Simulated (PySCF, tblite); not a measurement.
# C5H6BS2 radical: geometry, infrared bands and EPR parameters

Wanted: the infrared bands and EPR parameters of C5H6BS2 radical (`C[B]Sc1cccs1`), by calculation.

Programs: tblite 0.8.0 and PySCF 2.14.0, with density-fitted response routines of our own. Each step states its level of theory. These are calculated values for one molecule in the gas phase, unless marked as measured. Atoms are numbered from 0 throughout.

## (1) The starting structure

14 atoms, charge 0, multiplicity 2; geometry from: force field or distance geometry start.

Bonds of the start (Å): C0–B1 1.60, B1–S2 1.90, S2–C3 1.80, C3–C4 1.36, C4–C5 1.34, C5–C6 1.35, C6–S7 1.82, S7–C3 1.84, C0–H8 1.11, C0–H9 1.13, C0–H10 1.10, C4–H11 1.13, C5–H12 1.14, C6–H13 1.07.

## (2) Relaxing the molecule with GFN2-xTB

What the job is given:

```
{"job": {"kind": "relax", "xc": "GFN2-xTB", "basis": "xTB"}, "charge": 0, "multiplicity": 2}
C      3.209900    -0.077300     0.210600
B      2.231300    -1.324300    -0.025300
S      0.794900    -1.625500     1.175400
C     -0.717900    -0.834600     0.605100
C     -1.162400     0.413200     0.898400
C     -2.318800     0.859700     0.394500
C     -3.085800     0.080300    -0.403900
S     -2.089100    -1.440800    -0.462200
H      4.267600    -0.393900     0.350900
H      2.912000     0.486900     1.141800
H      3.193200     0.563700    -0.683000
H     -0.522800     1.065100     1.556400
H     -2.685300     1.907700     0.639800
H     -4.027400     0.319300    -0.860700
```

Launch:

```console
OMP_NUM_THREADS=1 python probes_run.py task.json out
```

One launch serves the whole session: the jobs run in the order shown.

**Question.** This job is followed by: GFN2-xTB harmonic vibrations, gas phase; UKS B3LYP, pcH-1 on B C H S, non-relativistic, mean-field spin-orbit, GIAO. What will the session give for the following? strongest single infrared mode (GFN2-xTB); zero-point energy (GFN2-xTB); g(iso) (B3LYP); ⟨S²⟩; largest a(iso) (averaged by class); surface potential, 1st and 99th percentile.

As calculated:

| quantity | value |
| --- | --- |
| strongest single infrared mode (GFN2-xTB) | 1116 cm⁻¹, 147 km/mol |
| zero-point energy (GFN2-xTB) | 59.5 kcal/mol |
| g(iso) (B3LYP) | 2.00044 |
| ⟨S²⟩ | 0.754 (exact 0.75) |
| largest a(iso) (averaged by class) | 11B on B1, 361.8 MHz |
| surface potential, 1st and 99th percentile | -0.59 V and 1.10 V |

In words: Relaxing lowered the energy by 1.685 eV in 118 steps; the close pair that moved most is B1–S2, from 1.896 to 1.727 Å. No mode is imaginary among the 36: a minimum at this level. The strongest single mode, at 1116 cm⁻¹, moves mainly B1. Unscaled tight-binding wavenumbers are off by several per cent, some by more. Its intensities can rank the bands wrongly. Most of the unpaired spin sits on B1 (0.93 e). The isotropic g lies 1.9 ppt below the free-electron value.
